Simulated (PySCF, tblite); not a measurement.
**C6H9O radical: geometry, infrared bands and EPR parameters**

What infrared bands and EPR parameters should C6H9O radical (`C[C@H]1C=CC[C]1O`) show?

The runs use tblite 0.8.0 and PySCF 2.14.0, with density-fitted response routines of our own; the level of theory stands in each step. All values are computed, except where a source is named. Atoms count from 0, in the outputs and in this text.

**1. The starting structure**

16 atoms, charge 0, multiplicity 2; geometry from: force field or distance geometry start.

Bonds of the start (Å): C0–C1 1.54, C1–C2 1.49, C2–C3 1.32, C3–C4 1.50, C4–C5 1.49, C5–O6 1.37, C5–C1 1.52, C0–H7 1.12, C0–H8 1.11, C0–H9 1.08, C1–H10 1.09, C2–H11 1.09, C3–H12 1.11, C4–H13 1.09, C4–H14 1.09, O6–H15 0.98.

**2. Relaxing the molecule with GFN2-xTB**

Job settings and geometry (Å):

```
{"job": {"kind": "relax", "xc": "GFN2-xTB", "basis": "xTB"}, "charge": 0, "multiplicity": 2}
C      1.898000    -0.006800    -0.137300
C      0.471900     0.355100    -0.604400
C     -0.255400    -0.883800    -0.992500
C     -1.168500    -1.205400    -0.091100
C     -1.153500    -0.248700     1.063600
C     -0.216000     0.837700     0.658200
O     -0.753900     2.090600     0.573800
H      1.735200    -0.801500     0.632600
H      2.255900     0.873900     0.431700
H      2.527000    -0.317800    -0.959900
H      0.504200     1.114800    -1.392200
H     -0.089800    -1.435400    -1.917400
H     -1.818300    -2.096800    -0.198000
H     -2.145700     0.139800     1.293700
H     -0.759100    -0.743600     1.956800
H     -1.039500     2.337000    -0.329100
```

Command:

```sh
OMP_NUM_THREADS=1 python probes_run.py task.json out
```

The driver reads the jobs from task.json and runs them one after another.

**Question.** This job is followed by: GFN2-xTB harmonic vibrations, gas phase; UKS B3LYP, pcH-1 on C H O, non-relativistic, mean-field spin-orbit, GIAO. What will the session give for the following? strongest single infrared mode (GFN2-xTB); zero-point energy (GFN2-xTB); g(iso) (B3LYP); ⟨S²⟩; largest a(iso) (averaged by class); potential on the surface of density 0.002 e/bohr³, 1st and 99th percentile.

As calculated:

| quantity | value |
| --- | --- |
| strongest single infrared mode (GFN2-xTB) | 268 cm⁻¹, 128 km/mol |
| zero-point energy (GFN2-xTB) | 82.7 kcal/mol |
| g(iso) (B3LYP) | 2.00305 |
| ⟨S²⟩ | 0.754 (exact 0.75) |
| largest a(iso) (averaged by class) | 13C on C5, 147.4 MHz |
| potential on the surface of density 0.002 e/bohr³, 1st and 99th percentile | -1.34 V and 2.26 V |

**Reading.** Relaxing lowered the energy by 0.550 eV in 85 steps; the close pair that moved most is C3–H12, from 1.108 to 1.077 Å. No mode is imaginary among the 42: a minimum at this level. The strongest single mode, at 268 cm⁻¹, moves mainly H15. Unscaled tight-binding wavenumbers are off by several per cent, some by more. Its intensities can rank the bands wrongly. C5 carries the largest spin population, 0.84 e. The isotropic g lies 0.7 ppt above the free-electron value. These values are for one conformer; the search (at its own cheap level) found 2 more, at 0.01, 0.36 kcal/mol (those within 0.05 may be mirror or relabelled copies), and measured spectra average over such forms.
